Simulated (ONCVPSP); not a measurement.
# Br: generating and testing an ONCV potential

Do these settings give a usable potential? It is generated, then checked for transferability, scattering, ghosts and hardness.

The numbers are computed with ONCVPSP 4.0.1.1 (patched build) (PBE, scalar-relativistic, spin-unpolarised reference atom).

## (1) The atom and the settings

The settings as typed:

```json
{
 "element": "bromine (Br, Z = 35)",
 "type": "optimised norm-conserving Vanderbilt (ONCV)",
 "frozen core": "[Ar] 3d10",
 "valence charge": "7",
 "reference configuration": "4s2 4p5",
 "partial waves": "4s: rc 1.35 bohr, ncon 4, nbas 8, qcut 3.8 1/bohr, 3 projectors, debl 1.8 Ha; 4p: rc 1.65 bohr, ncon 4, nbas 7, qcut 5.6 1/bohr, 2 projectors, debl 0.7 Ha; d scattering state at 0.41 Ha: rc 1.30 bohr, ncon 4, nbas 9, qcut 6.4 1/bohr, 3 projectors, debl 2.5 Ha",
 "local potential": "polynomial inside 0.90 bohr (lpopt 5, dvloc0 -1 Ha)",
 "core correction": "Teter function, fcfact 5.25, rcfact 1.15"
}
```

The outer shells as boxes (Hund's rule for the drawing; the calculation is spin-unpolarised):

```
[Ar] core
3d [↑↓][↑↓][↑↓][↑↓][↑↓]
4s [↑↓]
4p [↑↓][↑↓][↑ ]
```

The nodes and maxima of the atom's own shells, from an earlier all-electron run, set the scale for the radii.

All-electron outer shells of the reference configuration (PBE, scalar-relativistic, ld1.x):

```csv
shell,level (eV),outermost node (bohr),outermost maximum (bohr)
3p,-173.49,0.21,0.48
3d,-66.72,–,0.43
4s,-20.13,0.67,1.41
4p,-7.86,0.70,1.66
```

## (2) Generation

The input, Br.dat:

```
# ATOM AND REFERENCE CONFIGURATION
# atsym  z   nc   nv     iexc    psfile
  Br 35.00    6    2        4      upf
#
#   n    l    f
    1    0    2.00
    2    0    2.00
    2    1    6.00
    3    0    2.00
    3    1    6.00
    3    2   10.00
    4    0    2.00
    4    1    5.00
#
# PSEUDOPOTENTIAL AND OPTIMIZATION
# lmax
    2
#
#   l,   rc,      ep,       ncon, nbas, qcut
    0    1.35    0.00    4    8    3.80
    1    1.65    0.00    4    7    5.60
    2    1.30    0.41    4    9    6.40
#
# LOCAL POTENTIAL
# lloc, lpopt,  rc(5),   dvloc0
    4    5    0.90   -1.00
#
# VANDERBILT-KLEINMAN-BYLANDER PROJECTORs
# l, nproj, debl
    0    3    1.80
    1    2    0.70
    2    3    2.50
#
# MODEL CORE CHARGE
# icmod, fcfact, rcfact
    3    5.25    1.15
#
# LOG DERIVATIVE ANALYSIS
# epsh1, epsh2, depsh
   -2.00    5.00    0.02
#
# OUTPUT GRID
# rlmax, drl
    6.00    0.01
#
# TEST CONFIGURATIONS
# ncnf
    4
# nvcnf
#   n    l    f
    2
    4    0    2.00
    4    1    4.00
#
    2
    4    0    2.00
    4    1    3.00
#
    2
    4    0    2.00
    4    1    2.00
#
    2
    4    0    1.00
    4    1    6.00
#
```

Command:

```bash
$ oncvpsp.x < Br.dat > Br.out
```

**Question.** What will these runs give? Wanted: cutoffs for 1 and 0.1 mHa per electron, occupied waves; bound ghosts; GHOST(+) flags; largest test error; largest phase difference near zero energy, channels read; rms error of d²Exc/dn², without and with the model core.

As calculated:

```
                                                quantity                                               value
  cutoffs for 1 and 0.1 mHa per electron, occupied waves                                     63 Ha and 90 Ha
                                            bound ghosts                     s at -437.03 eV, d at -66.70 eV
                                          GHOST(+) flags  s at 96 eV, s at 775 eV, p at 124 eV, d at 3854 eV
                            largest test error (AE − PS)                                -31 meV, for 4s2 4p2
largest phase difference near zero energy, channels read                                           0.000 rad
 rms error of d²Exc/dn², without and with the model core                                   3.62 and 1.31 mHa
```

A bound ghost (s, d) makes it unfit for use: electrons can fall into a state that the atom doesn't have. Close by lies the frozen 3d level (-66.7 eV). The worst unpolarised test, 4s2 4p2, is off by 31 meV on 69.3 eV; by total energies transferability rates as fair. That test lies far up in energy; among those under 40 eV, nearer to bonding, the largest error is 13 meV. The potential is hard: the looser tolerance needs 63 Ha. At the looser tolerance the 4s wave is the slowest; 4p needs 12 Ha. That counts occupied waves only; other projectors can need more. Near zero energy the phases of the channels with partial waves agree within 0.001 rad. The program also flags highly localised states, GHOST(+) (s, p, d).
